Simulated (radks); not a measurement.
# Co in [Ar] 3d7 5s2: an all-electron calculation

One table from this session's results is given with a row withheld; the runs are named, their logs left out.

Program: radks (a radial shooting solver on a logarithmic mesh, Libxc functionals) version 1. Level of theory: scalar-relativistic Kohn-Sham, LDA (Slater exchange, Perdew-Wang correlation), spin-polarised, spherical densities, point nucleus; open shells are filled with parallel spins first. These are calculated values, not measurements, unless marked.

## Starting point

| Quantity | Value |
| --- | --- |
| element | cobalt (Z = 27) |
| charge | 0 |
| electrons | 27 |
| configuration | [Ar] 3d7 5s2 |

The outer shells:

Co
```
[Ar] core
3d [↑↓][↑↓][↑ ][↑ ][↑ ]
5s [↑↓]
```

Set-up of the first run:

The run's settings:

```text
Z 27
configuration [Ar] 3d7 5s2
relativity scalar-relativistic
functional lda,pw
spin polarised
nucleus point
c 137.035999084
```

One table of the session follows, with a row left open; its other results are not shown here.

It belongs to the step «Radial structure». From the orbitals of this run (lengths in bohr):

| level | <r> | outermost maximum (interpolated) | 90 % within | nodes |
| --- | --- | --- | --- | --- |
| 1s up | 0.05628 | 0.0368 | 0.101 | 0 |
| 1s down | 0.05628 | 0.0368 | 0.101 | 0 |
| 2s up | ? | ? | ? | ? |
| 2s down | 0.2559 | 0.213 | 0.396 | 1 |
| 2p up | 0.2254 | 0.172 | 0.369 | 0 |
| 2p down | 0.2251 | 0.172 | 0.369 | 0 |
| 3s up | 0.7750 | 0.669 | 1.16 | 2 |
| 3s down | 0.7773 | 0.670 | 1.17 | 2 |
| 3p up | 0.8159 | 0.678 | 1.26 | 1 |
| 3p down | 0.8202 | 0.679 | 1.27 | 1 |
| 3d up | 1.013 | 0.663 | 1.75 | 0 |
| 3d down | 1.051 | 0.669 | 1.84 | 0 |
| 5s up | 6.618 | 6.04 | 9.48 | 4 |
| 5s down | 6.754 | 6.19 | 9.68 | 4 |

**Question.** Estimate the row for 2s up.

**Answer.** <r>: 0.2562; outermost maximum (interpolated): 0.214; 90 % within: 0.397; nodes: 1. In the column «<r>» it lies between 2s down (0.2559) and 3s up (0.7750).
